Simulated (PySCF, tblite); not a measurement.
**C₄H₇BF₂O₂: geometry, infrared bands and NMR shifts**

Wanted: the infrared bands and NMR shifts of C₄H₇BF₂O₂ (`C[C@@]1(B(F)F)COCO1`), by calculation.

Computed with tblite 0.8.0 and PySCF 2.14.0, with density-fitted response routines of our own, on a single molecule in the gas phase. Atoms count from 0, in the outputs and in this text.

### Step 1. Starting geometry

16 atoms, charge 0, multiplicity 1; geometry from: force field or distance geometry start.

Bonds of the start (Å): C0–C1 1.53, C1–B2 1.62, B2–F3 1.45, B2–F4 1.44, C1–C5 1.52, C5–O6 1.39, O6–C7 1.40, C7–O8 1.41, O8–C1 1.38, C0–H9 1.11, C0–H10 1.12, C0–H11 1.10, C5–H12 1.12, C5–H13 1.11, C7–H14 1.12, C7–H15 1.12.

### Step 2. Relaxing the molecule with GFN2-xTB

What the job is given:

```
{"job": {"kind": "relax", "xc": "GFN2-xTB", "basis": "xTB"}, "charge": 0, "multiplicity": 1}
C      0.932700     1.319500    -0.586900
C      0.328100    -0.067600    -0.331300
B      1.516900    -1.170600    -0.315400
F      1.507500    -2.233000    -1.295000
F      2.561700    -1.095500     0.673600
C     -0.465100    -0.100600     0.967000
O     -1.777700     0.146200     0.598200
C     -1.854300    -0.260100    -0.738100
O     -0.578500    -0.376500    -1.329500
H      1.649500     1.600100     0.209800
H      0.113600     2.084200    -0.604800
H      1.435700     1.342400    -1.569200
H     -0.125800     0.674600     1.703100
H     -0.411500    -1.092400     1.473000
H     -2.463400     0.485400    -1.308500
H     -2.377100    -1.247100    -0.786000
```

Started as:

```bash
$ OMP_NUM_THREADS=1 python probes_run.py task.json out
```

One launch serves the whole session: the jobs run in the order shown.

**Question.** This job is followed by: GFN2-xTB harmonic vibrations, gas phase; GIAO PBE0/pcSseg-1 NMR shielding, non-relativistic, gas phase. What will the session give for the following? strongest single infrared mode (GFN2-xTB); zero-point energy (GFN2-xTB); 13C shifts against TMS (PBE0/pcSseg-1); 1H shifts against TMS (PBE0/pcSseg-1, means over atoms taken as alike); 11B shifts against BF3·OEt2 (PBE0/pcSseg-1); 19F shifts against CFCl3 (PBE0/pcSseg-1, means over atoms taken as alike); 17O shifts against H2O (PBE0/pcSseg-1).

The runs gave:

| quantity | value |
| --- | --- |
| strongest single infrared mode (GFN2-xTB) | 1304 cm⁻¹, 358 km/mol |
| zero-point energy (GFN2-xTB) | 72.7 kcal/mol |
| 13C shifts against TMS (PBE0/pcSseg-1) | 102.0, 75.9, 72.8, 25.8 ppm |
| 1H shifts against TMS (PBE0/pcSseg-1, means over atoms taken as alike) | 5.67, 5.08, 3.79, 3.76, 1.29 ppm |
| 11B shifts against BF3·OEt2 (PBE0/pcSseg-1) | 26.7 ppm |
| 19F shifts against CFCl3 (PBE0/pcSseg-1, means over atoms taken as alike) | -74.5 ppm |
| 17O shifts against H2O (PBE0/pcSseg-1) | 100.0, 81.1 ppm |

The optimisation took 105 steps and gained 0.848 eV; among the close pairs (by a distance rule), B2–F3 changed most, from 1.445 to 1.311 Å. No mode is imaginary among the 42: a minimum at this level. The strongest single mode, at 1304 cm⁻¹, moves mainly B2. GFN2-xTB is a fitted tight-binding method: band positions and strengths are rough. Its intensities can rank the bands wrongly. At PBE0/pcSseg-1: The largest span, 305 ppm, is at F3, F4, where the paramagnetic term is -223 ppm.
